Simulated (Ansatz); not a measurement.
This script makes the interaction energy of a dimer with the counterpoise correction of ClH2NSi, SMILES N[Si]Cl with the Ansatz DFT code, driven from Python.

`dimer_clh2nsi.py`
```python
"""Binding of a ClH2NSi dimer at a trial geometry."""

import ansatz

FIRST = [
    ("N", (0.0148, 0.8485, -0.112)),
    ("Si", (0.4043, -0.1929, 1.1131)),
    ("Cl", (0.0162, -2.0643, 0.3671)),
    ("H", (-0.9326, 0.7423, -0.3836)),
    ("H", (0.4971, 0.6663, -0.9845)),
]
SECOND = [
    ("N", (-0.4107, -3.2774, 3.9718)),
    ("Si", (-1.3433, -2.348, 4.9736)),
    ("Cl", (-3.2564, -2.5472, 4.2596)),
    ("H", (-0.4922, -2.9798, 3.0298)),
    ("H", (-0.7056, -4.2447, 3.9046)),
]

def energy(atoms, ghosts=()):
    molecule = ansatz.Crystal.molecule()
    for symbol, xyz in atoms:
        molecule = molecule.atom(symbol, xyz)
    calc = (
        molecule.calculation()
        .basis(gaussian="cc-pVDZ")
        .functional("b3lyp", dispersion="d4")
    )
    deck = calc.input()
    if ghosts:
        deck = deck.set(ansatz.key.basis.gaussian.ghost_atoms, [{"symbol": s, "position_ang": list(xyz)} for s, xyz in ghosts])
    return ansatz.Session.from_dict(deck).plan().execute().report["free_energy_ev"]


def main() -> None:
    # ghost atoms carry the functions of the partner
    both = energy(FIRST + SECOND)
    alone = energy(FIRST) + energy(SECOND)
    ghosted = energy(FIRST, SECOND) + energy(SECOND, FIRST)
    print(f"dimer {both:.6f} eV")
    print(f"interaction, uncorrected   {23.060548 * (both - alone):8.3f} kcal/mol")
    print(f"interaction, counterpoise  {23.060548 * (both - ghosted):8.3f} kcal/mol")
    print(f"basis-set superposition    {23.060548 * (alone - ghosted):8.3f} kcal/mol")


if __name__ == "__main__":
    main()
```

How large is the interaction at this pose, and how much of it is basis-set superposition?

Uncorrected it is -3.355 kcal/mol, with the counterpoise correction -2.861 kcal/mol; the difference, 0.49 kcal/mol, is the superposition error.

What the script printed:

```console
$ python dimer_clh2nsi.py
dimer -43848.758145 eV
interaction, uncorrected     -3.355 kcal/mol
interaction, counterpoise    -2.861 kcal/mol
basis-set superposition       0.495 kcal/mol
```

Total energies depend on the basis set; only differences at equal settings carry meaning. The dimer is a generated trial pose of unrelaxed monomers, not a minimum, so the figure is no binding energy, and the basis set is small. b3lyp holds the VWN-RPA fit, as in Gaussian; the form of ORCA and Turbomole is b3lyp5. Hardware and time: 16 s on 1 thread of Arm Neoverse V1, on a shared host, peak memory 0.34 GiB.

(Lines on the test bed's own set-up are left out of the output.)
